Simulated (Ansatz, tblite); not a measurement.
# The cluster Si4Ge3: spin states and exact exchange

Aim: set other spin states of the cluster Si4Ge3 against its singlet, on many levels of theory.

Method: as each input shows; program: Ansatz 0.2.0, Gaussian basis.

Plan: triplet, at the geometry of the singlet (GFN1-xTB, GFN2-xTB, PBE0-D4/def2-TZVP, PBE-D4/def2-TZVP, r2SCAN-D4/def2-TZVP); the singlet's energies come from earlier runs.

5 further runs of the same task are left out: 3 that didn't finish, 2 set aside as unsound or not needed. Runs told in other sessions of the task aren't counted.

## Step 1: The structure

The singlet was relaxed beforehand with PBE-D4/def2-SVP. At that level it is the lowest of the isomers that a small search found.

7 atoms, charge 0, spin multiplicity 1.

Bond lengths: Si1–Si2 2.559 Å, Si1–Si3 2.517 Å, Si1–Si4 2.517 Å, Si1–Ge5 2.433 Å, Si1–Ge6 2.433 Å, Si2–Si3 2.559 Å, Si2–Si4 2.559 Å, Si3–Si4 2.516 Å, Si3–Ge6 2.435 Å, Si3–Ge7 2.434 Å, Si4–Ge5 2.435 Å, Si4–Ge7 2.434 Å. Angles: Si2–Si1–Si3 60.5°, Si2–Si1–Si4 60.5°, Si2–Si1–Ge5 66.7°, Si2–Si1–Ge6 66.7°, Si3–Si1–Si4 60.0°, Si3–Si1–Ge5 112.5°, Si3–Si1–Ge6 58.9°, Si4–Si1–Ge5 58.9°, Si4–Si1–Ge6 112.5°, Ge5–Si1–Ge6 128.5°, Si1–Si2–Si3 58.9°, Si1–Si2–Si4 58.9°, Si3–Si2–Si4 58.9° and more.

## Step 2: Triplet at the fixed geometry, GFN1-xTB

Tight binding, by tblite at 300 K electronic temperature and without a spin-polarisation term:

```python
tblite.interface.Calculator('GFN1-xTB', numbers, positions, charge=0, uhf=2).singlepoint()
```

Energy -330.0598 eV; 0.011 s.

## Step 3: Triplet at the fixed geometry, GFN2-xTB

Tight binding, by tblite at 300 K electronic temperature and without a spin-polarisation term:

```python
tblite.interface.Calculator('GFN2-xTB', numbers, positions, charge=0, uhf=2).singlepoint()
```

Energy -340.0536 eV; 0.019 s.

## Step 4: Triplet at the fixed geometry, PBE0-D4/def2-TZVP

The input, in.yaml:

```yaml
crystal:
  periodic: [false, false, false]
  atoms:
    - {symbol: Si, position_ang: [-0.018797, -0.836139, 1.403807]}
    - {symbol: Si, position_ang: [1.207427, 0.198285, -0.589375]}
    - {symbol: Si, position_ang: [-1.125418, -0.818849, -0.857024]}
    - {symbol: Si, position_ang: [-0.852209, 1.328304, 0.425046]}
    - {symbol: Ge, position_ang: [1.060676, 1.279905, 1.930418]}
    - {symbol: Ge, position_ang: [0.585701, -2.460392, -0.303901]}
    - {symbol: Ge, position_ang: [-0.857380, 1.308895, -2.008981]}
basis:
  gaussian: {orbitals: def2-TZVP}
magnetization: {spin_polarized: true, initial_magnetization: 2}
hamiltonian: {xc: pbe0, dispersion: d4}
scf: {omitted_lower_state_checks: [starts]}
output: {orbitals: {seedname: orbitals}}
```

Run with:

```bash
> ansatz run in.yaml --threads 4 --pin off --events-out ev --progress --plain --max-ram 4787MiB
```

The program printed:

```text
Functional definition: PBE0
  name "PBE0"
  cite "Adamo & Barone, J. Chem. Phys. 110, 6158 (1999) doi:10.1063/1.478522"
  cite "Perdew, Burke & Ernzerhof, Phys. Rev. Lett. 77, 3865 (1996) doi:10.1103/PhysRevLett.77.3865"
  parent pbe
  parameter a = 0.25
  parameter kappa = 0.804
  parameter beta = 0.06672455060314922
  exchange = (1 - a)*pbe_x(kappa = kappa, mu = beta*pi^2/3) + a*exact_x
  correlation = pbe_c(beta = beta)
these checks for a lower state are left out or cut short: starts
1879 factors; integrals over basis functions are off by at most 9.8e-4 eV
mean field evaluation 1: about -201025.3524 eV, gradient 3.2e1 eV
mean field evaluation 2: about -201009.4106 eV, gradient 5.9e1 eV
mean field evaluation 4: about -201030.7635 eV, gradient 4.7e0 eV
mean field evaluation 8: about -201031.1607 eV, gradient 7.0e-1 eV
mean field evaluation 16: about -201031.1661 eV, gradient 2.0e-2 eV
mean field evaluation 32: about -201031.1690 eV, gradient 8.8e-4 eV
mean field -201031.16897123 eV, -7387.7591958722 hartree, gradient 4.9e-6 eV, S^2 2.036711; 0 other end points of the search recorded, 0 dependent functions left out
reference -201031.16899833 eV, -7387.7591968681 hartree; 77, 75 occupied and 215, 217 virtual orbitals, 1879 factors
Total energy: -201031.70818649 eV, -7387.7790116677 hartree
Checks for a lower state left out: starts
```

Wall time 77 s (4 threads of Arm Neoverse V2, shared host); peak memory 2.1 GiB.

From the report: HOMO -4.43 eV, LUMO -4.55 eV (over both spins; with the spin held, an empty level of the minority spin lies below the top filled one); ⟨S²⟩ 2.037 (pure: 2.00).

## Step 5: Triplet at the fixed geometry, PBE-D4/def2-TZVP

start.molden holds the orbitals of an earlier run on this state, given as this run's starting guess.

in.yaml: that of step 4 with these lines changed.

```diff
@@ -11,5 +11,5 @@
 basis:
-  gaussian: {orbitals: def2-TZVP}
+  gaussian: {orbitals: def2-TZVP, initial_orbitals: start.molden}
 magnetization: {spin_polarized: true, initial_magnetization: 2}
-hamiltonian: {xc: pbe0, dispersion: d4}
+hamiltonian: {xc: pbe, dispersion: d4}
 scf: {omitted_lower_state_checks: [starts]}
```

Launched as before.

The program printed:

```text
Functional definition: PBE
  name "PBE"
  cite "Perdew, Burke & Ernzerhof, Phys. Rev. Lett. 77, 3865 (1996) doi:10.1103/PhysRevLett.77.3865"
  parent pbe
  parameter kappa = 0.804
  parameter beta = 0.06672455060314922
  exchange = pbe_x(kappa = kappa, mu = beta*pi^2/3)
  correlation = pbe_c(beta = beta)
these checks for a lower state are left out or cut short: starts
2082 factors; their error is unknown
mean field evaluation 1: about -201024.6925 eV, gradient 1.3e1 eV
mean field evaluation 2: about -201024.9219 eV, gradient 3.2e-1 eV
mean field evaluation 4: about -201024.8683 eV, gradient 2.9e-2 eV
mean field evaluation 8: about -201024.8683 eV, gradient 3.6e-4 eV
mean field -201024.86831862 eV, -7387.5276511597 hartree, gradient 2.8e-6 eV, S^2 2.013901; 0 other end points of the search recorded, 0 dependent functions left out
reference -201024.86835477 eV, -7387.5276524879 hartree; 77, 75 occupied and 215, 217 virtual orbitals, 2082 factors
Total energy: -201025.49305636 eV, -7387.5506098481 hartree
Checks for a lower state left out: starts
```

Run time: 36 s. Hardware: 4 threads of Arm Neoverse V2, shared host; peak memory 1.5 GiB.

Report: HOMO -3.75 eV, LUMO -5.11 eV (over both spins; with the spin held, an empty level of the minority spin lies below the top filled one); ⟨S²⟩ 2.014 (pure: 2.00).

## Step 6: Triplet at the fixed geometry, r2SCAN-D4/def2-TZVP

in.yaml: that of step 5 with these lines changed.

```diff
@@ -13,3 +13,3 @@
 magnetization: {spin_polarized: true, initial_magnetization: 2}
-hamiltonian: {xc: pbe, dispersion: d4}
+hamiltonian: {xc: r2scan, dispersion: d4}
 scf: {omitted_lower_state_checks: [starts]}
```

The command is unchanged.

The program printed:

```text
Functional definition: r2SCAN
  name "r2SCAN"
  cite "Furness, Kaplan, Ning, Perdew & Sun, J. Phys. Chem. Lett. 11, 8208 (2020) doi:10.1021/acs.jpclett.0c02405"
  cite "Furness, Kaplan, Ning, Perdew & Sun, J. Phys. Chem. Lett. 11, 9248 (2020) doi:10.1021/acs.jpclett.0c03077"
  parent r2scan
  parameter k0 = 0.174
  parameter k1 = 0.065
  parameter a1 = 4.9479
  exchange = r2scan_x(k0 = k0, k1 = k1, a1 = a1)
  correlation = r2scan_c
these checks for a lower state are left out or cut short: starts
2082 factors; their error is unknown
mean field evaluation 1: about -201062.0727 eV, gradient 8.8e0 eV
mean field evaluation 2: about -201062.1760 eV, gradient 1.7e-1 eV
mean field evaluation 4: about -201062.1270 eV, gradient 1.4e-3 eV
mean field evaluation 8: about -201062.1270 eV, gradient 2.6e-5 eV
mean field -201062.12700273 eV, -7388.8968825456 hartree, gradient 8.5e-6 eV, S^2 2.039592; 0 other end points of the search recorded, 0 dependent functions left out
reference -201062.12701682 eV, -7388.8968830636 hartree; 77, 75 occupied and 215, 217 virtual orbitals, 2082 factors
Total energy: -201062.24691804 eV, -7388.9012893522 hartree
Checks for a lower state left out: starts
```

It took 1.7 min on 4 threads of Arm Neoverse V2, shared host; peak memory 1.6 GiB.

HOMO -4.00 eV, LUMO -5.10 eV (over both spins; with the spin held, an empty level of the minority spin lies below the top filled one); ⟨S²⟩ 2.040 (pure: 2.00).

## Step 7: Triplet less singlet, vertical

The singlet's energies are those of its earlier runs, whose logs aren't repeated here.

| level | triplet less singlet, vertical (kJ/mol) | time |
| --- | --- | --- |
| GFN1-xTB | +67.5 | 0.022 s |
| GFN2-xTB | +82.6 | 0.033 s |
| PBE-D4/def2-TZVP | +148.5 | 42 s |
| r2SCAN-D4/def2-TZVP | +145.4 | 2 min |
| PBE0-D4/def2-TZVP | +153.8 | 1.7 min |

Times add the two runs; a level without a time comes out of a correlated run. Tight binding without a spin term can't rank spin states.

## Step 8: What came out

```
                                                quantity                                          value
triplet less singlet, vertical, functionals in def2-TZVP  +145.4 (r2SCAN-D4) to +153.8 kJ/mol (PBE0-D4)
```

What this shows: All functionals put the triplet above the singlet, over a spread of 8.4 kJ/mol. The checks for a lower triplet were left out, so another state of that spin may lie lower. These are electronic energies, without zero-point motion, entropy or surroundings.
